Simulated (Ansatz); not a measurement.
# C2H8S2Si: rotation by 120° about the C2–C3 bond

Aim: the minimum-energy path and barrier of the rotation by 120° about the C2–C3 bond. The ends are relaxed first, then joined by a nudged elastic band. SMILES of the start: [SiH3]CCSS.

Method: RKS PBE/def2-SVP, in Ansatz 0.2.0.

## Step 1: The structure to begin with

Bond lengths: Si1–C2 1.836 Å, C2–C3 1.509 Å, C3–S4 1.842 Å, S4–S5 2.028 Å, Si1–H6 1.541 Å, Si1–H7 1.502 Å, Si1–H8 1.421 Å, C2–H9 1.139 Å, C2–H10 1.096 Å, C3–H11 1.132 Å, C3–H12 1.095 Å, S5–H13 1.293 Å. Angles (14 of 20 angles, heavy atoms first): Si1–C2–C3 114.9°, C2–C3–S4 118.4°, C3–S4–S5 103.9°, Si1–C2–H9 106.8°, Si1–C2–H10 112.0°, C3–C2–H9 108.2°, C3–C2–H10 111.1°, C2–Si1–H6 108.4°, C2–Si1–H7 110.7°, C2–Si1–H8 111.8°, C2–C3–H11 108.6°, C2–C3–H12 112.1°, S4–C3–H11 105.6°, S4–C3–H12 108.3°.

Structure file:

```xyz
13

Si   -1.8488   -0.6674    0.1937
C    -0.2922    0.1424    0.7349
C     0.9677   -0.4539    0.1580
S     1.3709   -0.1118   -1.6065
S     1.6043    1.9012   -1.6713
H    -3.0240   -0.0080    0.9407
H    -2.1076   -0.4028   -1.2623
H    -1.8340   -2.0644    0.4513
H    -0.2463    0.0439    1.8684
H    -0.3206    1.2272    0.5837
H     1.8523   -0.0731    0.7520
H     1.0225   -1.5358    0.3193
H     2.8763    1.9675   -1.4471
```

## Step 2: Relaxing end A

input.yaml reads:

```yaml
crystal:
  periodic: [false, false, false]
  atoms:
    - { symbol: Si, position_ang: [-1.8488, -0.6674, 0.1937] }
    - { symbol: C, position_ang: [-0.2922, 0.1424, 0.7349] }
    - { symbol: C, position_ang: [0.9677, -0.4539, 0.158] }
    - { symbol: S, position_ang: [1.3709, -0.1118, -1.6065] }
    - { symbol: S, position_ang: [1.6043, 1.9012, -1.6713] }
    - { symbol: H, position_ang: [-3.024, -0.008, 0.9407] }
    - { symbol: H, position_ang: [-2.1076, -0.4028, -1.2623] }
    - { symbol: H, position_ang: [-1.834, -2.0644, 0.4513] }
    - { symbol: H, position_ang: [-0.2463, 0.0439, 1.8684] }
    - { symbol: H, position_ang: [-0.3206, 1.2272, 0.5837] }
    - { symbol: H, position_ang: [1.8523, -0.0731, 0.752] }
    - { symbol: H, position_ang: [1.0225, -1.5358, 0.3193] }
    - { symbol: H, position_ang: [2.8763, 1.9675, -1.4471] }
basis:
  gaussian: { orbitals: def2-SVP }
hamiltonian:
  xc: pbe
relax:
  f_tol: 0.015
  max_steps: 40
output:
  orbitals: {}
```

On the command line:

```console
> ansatz run input.yaml --threads 2 --pin off --max-ram 3072MiB --backend cpu --events-out ev --progress --plain --runs-dir out
```

Output (excerpt; [...] marks lines left out):

```text
Warning: RAYON_NUM_THREADS=2 ignored (pool sized by the plan → 2); use --threads N
[...]
Functional definition: PBE
[...]
1386 factors; their error is unknown
[...]
mean field -31724.90723762 eV, -1165.8688370680 hartree, gradient 3.7e-5 eV, S^2 0.000000; 0 other end points of the search recorded, 0 dependent functions left out
[...]
reference -31724.90727476 eV, -1165.8688384330 hartree; 33, 33 occupied and 89, 89 virtual orbitals, 1386 factors
relax step   1: F+E_penalty+E_count = -31724.90723762 eV  Δ(F+E_penalty+E_count) = +0.000e0 eV  max|allowed force component| = 2.218e0 eV/Å  Δτ_max = 0.0000 Å  (29 SCF iters, accepted)
[...]
relax step   4: F+E_penalty+E_count = -31725.25359929 eV  Δ(F+E_penalty+E_count) = -8.193e-3 eV  max|allowed force component| = 9.918e-2 eV/Å  Δτ_max = 0.0384 Å  (30 SCF iters, accepted)
[...]
relax step   7: F+E_penalty+E_count = -31725.26491898 eV  Δ(F+E_penalty+E_count) = -4.272e-3 eV  max|allowed force component| = 1.766e-1 eV/Å  Δτ_max = 0.1344 Å  (29 SCF iters, accepted)
[...]
relax step  10: F+E_penalty+E_count = -31725.27441176 eV  Δ(F+E_penalty+E_count) = -3.320e-3 eV  max|allowed force component| = 7.489e-2 eV/Å  Δτ_max = 0.1013 Å  (30 SCF iters, accepted)
[...]
relax step  13: F+E_penalty+E_count = -31725.27518950 eV  Δ(F+E_penalty+E_count) = -6.209e-5 eV  max|allowed force component| = 2.182e-2 eV/Å  Δτ_max = 0.0281 Å  (31 SCF iters, accepted)
[...]
1386 factors; their error is unknown
[...]
mean field -31725.27528716 eV, -1165.8823626392 hartree, gradient 8.2e-6 eV, S^2 0.000000; 1 other end points of the search recorded, 0 dependent functions left out
[...]
reference -31725.27532404 eV, -1165.8823639945 hartree; 33, 33 occupied and 89, 89 virtual orbitals, 1386 factors
Total energy: -31725.27532404 eV, -1165.8823639945 hartree
Atom 0 at    -1.806366    -0.508912     0.046194 Å, force    -0.001309     0.000554    -0.000439 eV/Å
Atom 1 at    -0.221112     0.148663     0.883945 Å, force     0.000512     0.003525     0.005345 eV/Å
Atom 2 at     1.088132    -0.460575     0.386668 Å, force     0.005132     0.002257    -0.013885 eV/Å
Atom 3 at     1.333431    -0.400613    -1.440310 Å, force    -0.000301    -0.001963     0.006343 eV/Å
Atom 4 at     1.233618     1.638649    -1.879611 Å, force    -0.001851    -0.001493     0.003206 eV/Å
Atom 5 at    -2.980336    -0.181468     0.932751 Å, force    -0.001275     0.000053    -0.000174 eV/Å
Atom 6 at    -2.050029     0.114341    -1.298472 Å, force    -0.000950     0.001295    -0.001635 eV/Å
Atom 7 at    -1.732080    -2.005622    -0.108889 Å, force    -0.000200    -0.003383    -0.000143 eV/Å
Atom 8 at    -0.308814    -0.018508     1.980159 Å, force    -0.001138    -0.000820     0.000412 eV/Å
Atom 9 at    -0.195076     1.251378     0.742340 Å, force    -0.000475     0.000803     0.000215 eV/Å
Atom 10 at     1.974977    -0.007120     0.878038 Å, force     0.000232     0.000570     0.001020 eV/Å
Atom 11 at     1.128812    -1.555580     0.582098 Å, force     0.000220    -0.000629     0.000343 eV/Å
Atom 12 at     2.555344     1.950366    -1.690111 Å, force     0.001403    -0.000769    -0.000609 eV/Å
Dipole moment:     0.297899     0.095538     0.351809 e Å
```

Run time: 42 s. Hardware: 2 threads of Arm Neoverse V1, shared host; peak memory 0.17 GiB.

Step by step:

| step | energy from step 1 (eV) | largest force component (eV/Å) |
| --- | --- | --- |
| 1 | 0.0000 | 2.2179 |
| 2 | -0.3003 | 0.6970 |
| 3 | -0.3382 | 0.2824 |
| 4 | -0.3464 | 0.0992 |
| 5 | -0.3495 | 0.0927 |
| 6 | -0.3534 | 0.1172 |
| 7 | -0.3577 | 0.1766 |
| 8 | -0.3606 | 0.1666 |
| 9 | -0.3639 | 0.1412 |
| 10 | -0.3672 | 0.0749 |
| 11x | -0.3665 | 0.0783 |
| 12 | -0.3679 | 0.0217 |
| 13 | -0.3680 | 0.0218 |
| 14 | -0.3680 | 0.0139 |

Step 1 is the start. 1 step was tried and not accepted (marked x).

After: Bond lengths: Si1–C2 1.910 Å, C2–C3 1.527 Å, C3–S4 1.844 Å, S4–S5 2.088 Å, Si1–H6 1.507 Å, Si1–H7 1.502 Å, Si1–H8 1.507 Å, C2–H9 1.112 Å, C2–H10 1.112 Å, C3–H11 1.111 Å, C3–H12 1.113 Å, S5–H13 1.371 Å. Angles (14 of 20 angles, heavy atoms first): Si1–C2–C3 115.6°, C2–C3–S4 115.1°, C3–S4–S5 103.5°, Si1–C2–H9 108.4°, Si1–C2–H10 107.8°, C3–C2–H9 109.2°, C3–C2–H10 109.5°, C2–Si1–H6 108.3°, C2–Si1–H7 112.6°, C2–Si1–H8 110.3°, C2–C3–H11 112.2°, C2–C3–H12 111.5°, S4–C3–H11 108.6°, S4–C3–H12 101.6°.

## Step 3: End point B

The second end starts from a geometry with the move made by hand.

input.yaml reads:

```yaml
crystal:
  periodic: [false, false, false]
  atoms:
    - { symbol: Si, position_ang: [-1.8488, -0.6674, 0.1937] }
    - { symbol: C, position_ang: [-0.2922, 0.1424, 0.7349] }
    - { symbol: C, position_ang: [0.9677, -0.4539, 0.158] }
    - { symbol: S, position_ang: [2.58121, -0.00183, 0.92304] }
    - { symbol: S, position_ang: [2.43179, -0.69725, 2.8217] }
    - { symbol: H, position_ang: [-3.024, -0.008, 0.9407] }
    - { symbol: H, position_ang: [-2.1076, -0.4028, -1.2623] }
    - { symbol: H, position_ang: [-1.834, -2.0644, 0.4513] }
    - { symbol: H, position_ang: [-0.2463, 0.0439, 1.8684] }
    - { symbol: H, position_ang: [-0.3206, 1.2272, 0.5837] }
    - { symbol: H, position_ang: [0.90056, -1.581, 0.2321] }
    - { symbol: H, position_ang: [1.04258, -0.29189, -0.92259] }
    - { symbol: H, position_ang: [2.93161, -1.87733, 2.64782] }
basis:
  gaussian: { orbitals: def2-SVP }
hamiltonian:
  xc: pbe
relax:
  f_tol: 0.015
  max_steps: 40
```

On the command line:

```console
> ansatz run input.yaml --threads 2 --pin off --max-ram 3072MiB --backend cpu --events-out ev --progress --plain --runs-dir out
```

Output:

```text
Warning: RAYON_NUM_THREADS=2 ignored (pool sized by the plan → 2); use --threads N
The last accepted step is kept in <dir> (removed where the run ends without a failure and the disk answers)
Engine: ansatz 0.2.0, aarch64-unknown-linux-gnu
Functional definition: PBE
  parameter kappa = 0.804
  parameter beta = 0.06672455060314922
  exchange = pbe_x(kappa = kappa, mu = beta*pi^2/3)
  correlation = pbe_c(beta = beta)
1386 factors; their error is unknown
mean field evaluation 1: about -31716.0582 eV, gradient 5.9e1 eV
mean field evaluation 2: about -31693.9886 eV, gradient 1.0e2 eV
mean field evaluation 4: about -31724.9006 eV, gradient 6.9e0 eV
mean field evaluation 8: about -31725.0405 eV, gradient 1.1e-1 eV
mean field evaluation 16: about -31724.9483 eV, gradient 6.0e-4 eV
mean field -31724.94831018 eV, -1165.8703464568 hartree, gradient 3.6e-5 eV, S^2 0.000000; 0 other end points of the search recorded, 0 dependent functions left out
the calculation of the forces begins
reference -31724.94834774 eV, -1165.8703478371 hartree; 33, 33 occupied and 89, 89 virtual orbitals, 1386 factors
relax step   1: F+E_penalty+E_count = -31724.94831018 eV  Δ(F+E_penalty+E_count) = +0.000e0 eV  max|allowed force component| = 2.086e0 eV/Å  Δτ_max = 0.0000 Å  (28 SCF iters, accepted)
these checks for a lower state are left out or cut short: starts, cluster_reference, orbital_swaps, neighbouring_geometries, increment
1386 factors; their error is unknown
mean field -31725.24054157 eV, -1165.8810857621 hartree, gradient 1.1e-5 eV, S^2 0.000000; 0 other end points of the search recorded, 0 dependent functions left out
the calculation of the forces begins
reference -31725.24057857 eV, -1165.8810871220 hartree; 33, 33 occupied and 89, 89 virtual orbitals, 1386 factors
relax step   2: F+E_penalty+E_count = -31725.24054157 eV  Δ(F+E_penalty+E_count) = -2.922e-1 eV  max|allowed force component| = 6.284e-1 eV/Å  Δτ_max = 0.1950 Å  (30 SCF iters, accepted)
these checks for a lower state are left out or cut short: starts, cluster_reference, orbital_swaps, neighbouring_geometries, increment
1386 factors; their error is unknown
mean field evaluation 32: about -31725.2736 eV, gradient 1.9e-5 eV
mean field -31725.27363578 eV, -1165.8823019522 hartree, gradient 1.9e-5 eV, S^2 0.000000; 0 other end points of the search recorded, 0 dependent functions left out
the calculation of the forces begins
reference -31725.27367318 eV, -1165.8823033266 hartree; 33, 33 occupied and 89, 89 virtual orbitals, 1386 factors
relax step   3: F+E_penalty+E_count = -31725.27363578 eV  Δ(F+E_penalty+E_count) = -3.309e-2 eV  max|allowed force component| = 2.559e-1 eV/Å  Δτ_max = 0.1967 Å  (29 SCF iters, accepted)
these checks for a lower state are left out or cut short: starts, cluster_reference, orbital_swaps, neighbouring_geometries, increment
1386 factors; their error is unknown
mean field -31725.28667721 eV, -1165.8827812159 hartree, gradient 1.3e-5 eV, S^2 0.000000; 0 other end points of the search recorded, 0 dependent functions left out
the calculation of the forces begins
reference -31725.28671466 eV, -1165.8827825919 hartree; 33, 33 occupied and 89, 89 virtual orbitals, 1386 factors
relax step   4: F+E_penalty+E_count = -31725.28667721 eV  Δ(F+E_penalty+E_count) = -1.304e-2 eV  max|allowed force component| = 7.004e-2 eV/Å  Δτ_max = 0.0693 Å  (30 SCF iters, accepted)
these checks for a lower state are left out or cut short: starts, cluster_reference, orbital_swaps, neighbouring_geometries, increment
1386 factors; their error is unknown
mean field -31725.28952266 eV, -1165.8828857840 hartree, gradient 1.3e-5 eV, S^2 0.000000; 0 other end points of the search recorded, 0 dependent functions left out
the calculation of the forces begins
reference -31725.28956010 eV, -1165.8828871602 hartree; 33, 33 occupied and 89, 89 virtual orbitals, 1386 factors
relax step   5: F+E_penalty+E_count = -31725.28952266 eV  Δ(F+E_penalty+E_count) = -2.845e-3 eV  max|allowed force component| = 3.607e-2 eV/Å  Δτ_max = 0.0728 Å  (30 SCF iters, accepted)
these checks for a lower state are left out or cut short: starts, cluster_reference, orbital_swaps, neighbouring_geometries, increment
1386 factors; their error is unknown
mean field -31725.29049465 eV, -1165.8829215043 hartree, gradient 1.3e-5 eV, S^2 0.000000; 0 other end points of the search recorded, 0 dependent functions left out
the calculation of the forces begins
reference -31725.29053212 eV, -1165.8829228811 hartree; 33, 33 occupied and 89, 89 virtual orbitals, 1386 factors
relax step   6: F+E_penalty+E_count = -31725.29049465 eV  Δ(F+E_penalty+E_count) = -9.720e-4 eV  max|allowed force component| = 1.806e-2 eV/Å  Δτ_max = 0.0313 Å  (31 SCF iters, accepted)
these checks for a lower state are left out or cut short: starts, cluster_reference, orbital_swaps, neighbouring_geometries, increment
1386 factors; their error is unknown
mean field -31725.29084195 eV, -1165.8829342672 hartree, gradient 1.3e-5 eV, S^2 0.000000; 0 other end points of the search recorded, 0 dependent functions left out
the calculation of the forces begins
reference -31725.29087942 eV, -1165.8829356441 hartree; 33, 33 occupied and 89, 89 virtual orbitals, 1386 factors
relax step   7: F+E_penalty+E_count = -31725.29084195 eV  Δ(F+E_penalty+E_count) = -3.473e-4 eV  max|allowed force component| = 2.686e-2 eV/Å  Δτ_max = 0.0397 Å  (30 SCF iters, accepted)
these checks for a lower state are left out or cut short: starts, cluster_reference, orbital_swaps, neighbouring_geometries, increment
1386 factors; their error is unknown
mean field evaluation 64: about -31725.2909 eV, gradient 8.4e-5 eV
mean field -31725.29087055 eV, -1165.8829353183 hartree, gradient 1.5e-5 eV, S^2 0.000000; 0 other end points of the search recorded, 0 dependent functions left out
the calculation of the forces begins
reference -31725.29090802 eV, -1165.8829366952 hartree; 33, 33 occupied and 89, 89 virtual orbitals, 1386 factors
relax step   8: F+E_penalty+E_count = -31725.29087055 eV  Δ(F+E_penalty+E_count) = -2.860e-5 eV  max|allowed force component| = 1.399e-2 eV/Å  Δτ_max = 0.0043 Å  (23 SCF iters, accepted)
1386 factors; their error is unknown
mean field -31725.29087055 eV, -1165.8829353183 hartree, gradient 1.4e-5 eV, S^2 0.000000; 1 other end points of the search recorded, 0 dependent functions left out
the calculation of the forces begins
reference -31725.29090802 eV, -1165.8829366952 hartree; 33, 33 occupied and 89, 89 virtual orbitals, 1386 factors
Total energy: -31725.29090802 eV, -1165.8829366952 hartree
Atom 0 at    -1.935876    -0.588863     0.150315 Å, force     0.003998     0.001085    -0.004071 eV/Å
Atom 1 at    -0.277454     0.047128     0.836506 Å, force    -0.004398    -0.001226    -0.000844 eV/Å
Atom 2 at     0.948640    -0.570487     0.173432 Å, force     0.013987     0.004218     0.005697 eV/Å
Atom 3 at     2.575225     0.045506     0.804306 Å, force    -0.010540    -0.009320    -0.000658 eV/Å
Atom 4 at     2.542993    -0.496137     2.817264 Å, force    -0.004257     0.007506     0.001486 eV/Å
Atom 5 at    -3.079376     0.081523     0.862948 Å, force     0.001265    -0.001423     0.000691 eV/Å
Atom 6 at    -2.047159    -0.297312    -1.323858 Å, force    -0.001465     0.000903     0.001369 eV/Å
Atom 7 at    -2.049650    -2.078625     0.343485 Å, force    -0.001134     0.000923     0.001228 eV/Å
Atom 8 at    -0.257000    -0.171648     1.927337 Å, force     0.001412     0.002060     0.000871 eV/Å
Atom 9 at    -0.253056     1.153659     0.736147 Å, force    -0.000710    -0.001790     0.001335 eV/Å
Atom 10 at     0.949233    -1.678590     0.245935 Å, force    -0.000072    -0.000112    -0.000047 eV/Å
Atom 11 at     1.008989    -0.315268    -0.908075 Å, force     0.000298    -0.000460    -0.000890 eV/Å
Atom 12 at     3.056440    -1.763185     2.704728 Å, force     0.001618    -0.002363    -0.006168 eV/Å
Dipole moment:    -0.082077    -0.217490    -0.064062 e Å
```

It took 24 s on 2 threads of Arm Neoverse V1, shared host; peak memory 0.17 GiB.

Step by step:

| step | energy from step 1 (eV) | largest force component (eV/Å) |
| --- | --- | --- |
| 1 | 0.0000 | 2.0863 |
| 2 | -0.2922 | 0.6284 |
| 3 | -0.3253 | 0.2559 |
| 4 | -0.3384 | 0.0700 |
| 5 | -0.3412 | 0.0361 |
| 6 | -0.3422 | 0.0181 |
| 7 | -0.3425 | 0.0269 |
| 8 | -0.3426 | 0.0140 |

Step 1 is the start.

After: Bond lengths: Si1–C2 1.904 Å, C2–C3 1.525 Å, C3–S4 1.850 Å, S4–S5 2.085 Å, Si1–H6 1.505 Å, Si1–H7 1.507 Å, Si1–H8 1.507 Å, C2–H9 1.113 Å, C2–H10 1.111 Å, C3–H11 1.110 Å, C3–H12 1.113 Å, S5–H13 1.372 Å. Angles (14 of 20 angles, heavy atoms first): Si1–C2–C3 114.1°, C2–C3–S4 115.1°, C3–S4–S5 103.2°, Si1–C2–H9 107.7°, Si1–C2–H10 108.6°, C3–C2–H9 109.4°, C3–C2–H10 110.3°, C2–Si1–H6 110.0°, C2–Si1–H7 110.6°, C2–Si1–H8 110.5°, C2–C3–H11 112.1°, C2–C3–H12 111.9°, S4–C3–H11 108.0°, S4–C3–H12 102.0°.

[end of part 1 of 2]
